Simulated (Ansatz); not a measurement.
# ScSi2: the cost of one run

Method: DFT PBE, scalar-relativistic, plane waves, PAW, in Ansatz 0.2.0.

## (1) Starting point

Symmetry: I4/mmm, No. 139, tetragonal system. Conventional cell: a = 3.831 Å, b = 3.831 Å, c = 6.284 Å, α = 90.00°, β = 90.00°, γ = 90.00°. Sc (site symmetry 4/mmm) is surrounded by 10 Si at 2.56 to 2.77 Å. Around Si (site symmetry 4mm) lie 1 Si at 1.17 Å.

As a file:

```
Sc Si
1.0
    -1.91567    1.91567    3.14190
     1.91567   -1.91567    3.14190
     1.91567    1.91567   -3.14190
Sc Si
1 2
Direct
  0.00000 0.00000 0.00000
  0.59300 0.59300 0.00000
  0.40700 0.40700 0.00000
```

This is candidate A: CaC2 type (I4/mmm, No. 139).

(A quick probe on a coarse mesh, which set the mesh and smearing, is not shown.)

## (3) A loose first relaxation (candidate A)

Input file input.yaml:

```yaml
crystal:
  lattice:
    - [-1.9156716027, 1.9156716027, 3.1418984127]
    - [1.9156716027, -1.9156716027, 3.1418984127]
    - [1.9156716027, 1.9156716027, -3.1418984127]
  atoms:
    - { symbol: Sc, position: [0.0, 0.0, 0.0] }
    - { symbol: Si, position: [0.593, 0.593, 0.0] }
    - { symbol: Si, position: [0.407, 0.407, 0.0] }
basis:
  ecutwfc: 420
kpoints:
  mp_grid: { grid: [6, 6, 6] }
hamiltonian:
  xc: pbe
scf:
  occupations: { method: gaussian, width: 0.1 }
  lower_state_search: "off"
output:
  forces: true
  stress: true
  eigenvalues: true
relax:
  adjacent_minimum: "off"
  f_tol: 0.04
  max_steps: 70
  cell: { stress_tol: 0.4 }
```

Launch:

```bash
$ ansatz run input.yaml --threads 1 --pin off --max-ram 2560MiB --backend cpu --events-out ev --progress --plain --runs-dir out
```

**Question.** How long does this run take on 1 thread of AMD EPYC 7R43 (Zen 3), shared host, and how much memory does it need?

About 29 s, with a peak of 0.4 GiB.
